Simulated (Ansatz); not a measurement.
**CH₄SeSn: how energies converge with the basis set**

The task here is to estimate one member of a computed series from the others.

The runs use Ansatz 0.2.0, Gaussian basis; one geometry, several basis sets.

Plan: PBE0-D4/def2-SVP; ωB97M-V/def2-SVP; PBE0-D4/def2-QZVPP; ωB97M-V/def2-QZVPP; the functionals' def2-TZVPP values are taken from earlier runs.

## The geometry

An earlier PBE0-D4 in a triple-zeta def2 set relaxation fixed the geometry. Sn takes the def2 core potential; no spin-orbit term is included.

SMILES `[CH2]1[Se][SnH2]1`, 7 atoms, charge 0, spin multiplicity 1.

Atoms are counted from 1 here; the program's logs count them from 0.

Bond lengths: C1–Se2 2.002 Å, C1–Sn3 2.114 Å, C1–H4 1.084 Å, C1–H5 1.084 Å, Se2–Sn3 2.498 Å, Sn3–H6 1.693 Å, Sn3–H7 1.693 Å. Angles: Se2–C1–Sn3 74.7°, Se2–C1–H4 113.0°, Se2–C1–H5 113.0°, Sn3–C1–H4 118.0°, Sn3–C1–H5 118.0°, H4–C1–H5 114.0°, C1–Se2–Sn3 54.7°, C1–Sn3–Se2 50.6°, C1–Sn3–H6 119.8°, C1–Sn3–H7 119.8°, Se2–Sn3–H6 116.7°, Se2–Sn3–H7 116.7°, H6–Sn3–H7 116.5°.

Set-up of the first run:

in.yaml reads:

```yaml
crystal:
  periodic: [false, false, false]
  atoms:
    - {symbol: C, position_ang: [-0.708855, -0.426434, -0.700843]}
    - {symbol: Se, position_ang: [-0.356027, -1.692392, 0.808998]}
    - {symbol: Sn, position_ang: [0.699922, 0.554571, 0.532687]}
    - {symbol: H, position_ang: [-1.725664, -0.050103, -0.709943]}
    - {symbol: H, position_ang: [-0.369644, -0.803951, -1.658980]}
    - {symbol: H, position_ang: [0.187546, 1.771920, 1.592240]}
    - {symbol: H, position_ang: [2.334124, 0.578389, 0.090041]}
basis:
  gaussian: {orbitals: def2-SVP}
hamiltonian: {xc: pbe0, dispersion: d4}
output: {orbitals: {seedname: orbitals}}
```

The run is started by

```sh
$ ansatz run in.yaml --threads 2 --pin off --events-out ev --progress --plain --max-ram 4352MiB
```

Among the steps run: PBE0-D4 in def2-SVP; ωB97M-V in def2-SVP; PBE0-D4 in def2-QZVPP; ωB97M-V in def2-QZVPP.

One table of the session follows, with a row left open; its other results are not shown here.

It belongs to the step «Density functionals: the series». 

| functional | basis | HOMO (eV) |
| --- | --- | --- |
| PBE0-D4 | def2-SVP | -6.23 |
| PBE0-D4 | def2-TZVPP | ? |
| PBE0-D4 | def2-QZVPP | -6.37 |
| ωB97M-V | def2-SVP | -8.35 |
| ωB97M-V | def2-TZVPP | -8.49 |
| ωB97M-V | def2-QZVPP | -8.51 |

**Question.** Estimate the row for PBE0-D4, def2-TZVPP.

**Answer.** HOMO (eV): -6.35. In the column «HOMO (eV)» it lies between PBE0-D4, def2-QZVPP (-6.37) and PBE0-D4, def2-SVP (-6.23).
